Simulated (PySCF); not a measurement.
# C4H4F2O: the cost of one run

Computed with PySCF 2.14.0, with density-fitted response routines of our own, on a single molecule in the gas phase. Atoms are numbered from 0 throughout.

## Step 1: Starting geometry

11 atoms, charge 0, multiplicity 1; geometry from: PBE0-D3(BJ)/def2-SVP.

Bonds of the start (Å): F0–C1 1.37, C1–C2 1.50, C2–C3 1.33, C3–O4 1.36, O4–C5 1.40, C5–F6 1.35, C5–C1 1.55, C1–H7 1.11, C2–H8 1.09, C3–H9 1.09, C5–H10 1.10.

## Step 2: Shielding tensors: CAM-B3LYP/pcSseg-1

Job settings and geometry (Å):

```
{"job": {"kind": "nmr", "xc": "CAM-B3LYP", "basis": "pcSseg-1", "pop": false}, "charge": 0, "multiplicity": 1}
F      1.132085    -0.290628     1.726397
C      0.135917    -0.478598     0.811007
C      0.613422    -0.884384    -0.546489
C      0.055494    -0.056500    -1.430577
O     -0.733229     0.913324    -0.889935
C     -0.584441     0.862066     0.502379
F      0.182052     1.898692     0.905982
H     -0.570961    -1.213184     1.238563
H      1.256650    -1.734819    -0.760690
H      0.113709    -0.041070    -2.519086
H     -1.578592     0.969266     0.961531
```

Level: GIAO CAM-B3LYP/pcSseg-1 NMR shielding, non-relativistic, gas phase.

On the command line:

```
$ OMP_NUM_THREADS=1 python probes_run.py task.json out
```

This one command runs all jobs of the session in turn.

Q: Estimate the wall time and peak memory of this first job on 1 thread of Arm Neoverse V1, shared host.

About 26 s, with a peak of 0.72 GiB.
